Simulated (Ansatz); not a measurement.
Run this with the Python package of Ansatz (0.2.0) and show what comes out.

Script `run_compress.py`:
```python
"""Cell of Al under pressure."""

import logging
import sys

import ansatz as az
import numpy as np

logging.basicConfig(stream=sys.stdout, format="%(levelname)s %(message)s")
log = logging.getLogger("al")
log.setLevel(logging.INFO)

def edges_and_angles(cell):
    cell = np.asarray(cell)
    a, b, c = np.linalg.norm(cell, axis=1)
    cosines = cell[1] @ cell[2] / (b * c), cell[0] @ cell[2] / (a * c), cell[0] @ cell[1] / (a * b)
    return (a, b, c, *np.degrees(np.arccos(cosines)))


def main() -> None:
    lattice = az.Lattice.of(
        [2.812455, 0.0, 0.0],
        [-1.406228, 2.435658, 0.0],
        [0.0, 0.0, 4.86685],
    )
    sites = [
        ("Al", [2 / 3, 1 / 3, 0.75]),
        ("Al", [1 / 3, 2 / 3, 0.25]),
    ]
    crystal = az.Crystal(lattice=lattice)
    for symbol, position in sites:
        crystal = crystal.atom(symbol, position)

    calculation = (
        crystal.calculation()
        .functional("lda")
        .occupations(az.OccupationsMethod.FERMI_DIRAC, width=0.05)
        .pseudopotentials("paw")
        .kpoints(mesh=(14, 14, 7))
    )

    # H = F + PV, with 1 GPa A^3 = 1/160.21766 eV
    rows = []
    for pressure in [0, 5, 10, 20]:
        result = calculation.relax(cell=True, pressure=pressure).run(threads=1)
        cell = result.lattice.cell_ang
        n_atoms = len(result.lattice.sites)
        volume = abs(np.linalg.det(cell)) / n_atoms
        enthalpy = result.report["free_energy_ev"] / n_atoms + pressure * volume / 160.21766
        rows.append((pressure, volume, enthalpy, *edges_and_angles(cell)))
        log.info(f"{pressure} GPa done: {volume:.4f} A^3/atom")

    log.info(" P (GPa)  V (A^3/atom)  H (eV/atom)     a       b       c")
    for row in rows:
        log.info("{:8.1f} {:12.4f} {:14.5f} {:7.4f} {:7.4f} {:7.4f}".format(*row[:6]))
    p, v = np.array([row[0] for row in rows], float), np.array([row[1] for row in rows])
    print("mean bulk modulus between rows (GPa):", np.round(-np.diff(p) / np.diff(np.log(v)), 1))


if __name__ == "__main__":
    main()
```

`python run_compress.py` gives:
```text
DeckWarning: basis.ecutwfc = 420 eV, auto-derived from the records' recommended cutoffs: set by Al (normal level)
INFO 0 GPa done: 15.9471 A^3/atom
INFO 5 GPa done: 15.0936 A^3/atom
INFO 10 GPa done: 14.4347 A^3/atom
INFO 20 GPa done: 13.4386 A^3/atom
INFO  P (GPa)  V (A^3/atom)  H (eV/atom)     a       b       c
INFO      0.0      15.9471     -512.84558  2.7938  2.7938  4.7183
INFO      5.0      15.0936     -512.36190  2.7515  2.7515  4.6042
INFO     10.0      14.4347     -511.90154  2.7142  2.7142  4.5250
INFO     20.0      13.4386     -511.03352  2.6545  2.6545  4.4044
mean bulk modulus between rows (GPa): [ 90.9 112.  139.8]
```
(Warnings from the package without file and line.)

The volume falls from 15.95 Å³ an atom at 0 GPa to 13.44 at 20 GPa, by 15.7 %. Between 0 and 5 GPa, -V dP/dV is about 91 GPa, a mean over that step.

Caveats:
- Absolute energies stand on the zero of these potentials, so only differences at equal settings mean something.
- At a fixed pressure a relaxation lowers the enthalpy F + PV, while F alone can rise.
- This isn't the structure that Al takes at ambient conditions.
- Symmetry holds the cell in this phase, whether or not it is the stable one at each pressure.
- It ran for 46 s on 1 thread of Intel(R) Xeon(R) Processor @ 2.30GHz, with other jobs on the host, peak memory 0.51 GiB.
